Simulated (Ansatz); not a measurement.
# BGaH6Si: basis-set convergence

One table from this session's results is given with a row withheld; the runs are named, their logs left out.

Program: Ansatz 0.2.0, Gaussian basis. Level of theory: one geometry, several basis sets. These are calculated values, not measurements.

Levels to be run: PBE0-D4/def2-SVP; ωB97M-V/def2-SVP; PBE0-D4/def2-QZVPP; ωB97M-V/def2-QZVPP; the functionals' def2-TZVPP values are taken from earlier runs.

## The geometry

All runs share one geometry, relaxed beforehand with PBE0-D4 in a triple-zeta def2 set.

SMILES `[BH2][GaH][SiH3]`, 9 atoms, charge 0, spin multiplicity 1.

Atoms are counted from 1 here; the program's logs count them from 0.

Bond lengths: B1–Ga2 2.058 Å, B1–H4 1.199 Å, B1–H5 1.199 Å, Ga2–Si3 2.424 Å, Ga2–H6 1.576 Å, Si3–H7 1.491 Å, Si3–H8 1.489 Å, Si3–H9 1.491 Å. Angles: Ga2–B1–H4 121.9°, Ga2–B1–H5 122.0°, H4–B1–H5 116.0°, B1–Ga2–Si3 122.2°, B1–Ga2–H6 123.2°, Si3–Ga2–H6 114.5°, Ga2–Si3–H7 110.1°, Ga2–Si3–H8 113.8°, Ga2–Si3–H9 110.2°, H7–Si3–H8 107.6°, H7–Si3–H9 107.5°, H8–Si3–H9 107.6°.

The first run:

Input file in.yaml:

```yaml
crystal:
  periodic: [false, false, false]
  atoms:
    - {symbol: B, position_ang: [-1.485983, 0.688115, -1.467082]}
    - {symbol: Ga, position_ang: [0.336149, 0.689735, -0.510026]}
    - {symbol: Si, position_ang: [0.857484, -0.859011, 1.280882]}
    - {symbol: H, position_ang: [-1.697656, 0.002076, -2.426766]}
    - {symbol: H, position_ang: [-2.412773, 1.334946, -1.068201]}
    - {symbol: H, position_ang: [1.502505, 1.685860, -0.873936]}
    - {symbol: H, position_ang: [2.037135, -1.692396, 0.909265]}
    - {symbol: H, position_ang: [-0.259027, -1.785322, 1.617452]}
    - {symbol: H, position_ang: [1.210767, -0.110204, 2.521210]}
basis:
  gaussian: {orbitals: def2-SVP}
hamiltonian: {xc: pbe0, dispersion: d4}
output: {orbitals: {seedname: orbitals}}
```

Launch:

```sh
ansatz run in.yaml --threads 2 --pin off --events-out ev --progress --plain --max-ram 4352MiB
```

Steps of the session up to this table: PBE0-D4 in def2-SVP; ωB97M-V in def2-SVP; PBE0-D4 in def2-QZVPP; ωB97M-V in def2-QZVPP.

One of the session's tables, all rows but one given; the rest of the session is left out.

It belongs to the step «Density functionals: the series». 

| functional | basis | HOMO (eV) | LUMO (eV) |
| --- | --- | --- | --- |
| PBE0-D4 | def2-SVP | -7.22 | -2.23 |
| PBE0-D4 | def2-TZVPP | -7.21 | -2.27 |
| PBE0-D4 | def2-QZVPP | -7.21 | -2.28 |
| ωB97M-V | def2-SVP | -9.18 | -0.21 |
| ωB97M-V | def2-TZVPP | -9.20 | -0.37 |
| ωB97M-V | def2-QZVPP | ? | ? |

Estimate the missing values for ωB97M-V, def2-QZVPP.

**Answer.** HOMO (eV): -9.20; LUMO (eV): -0.42.
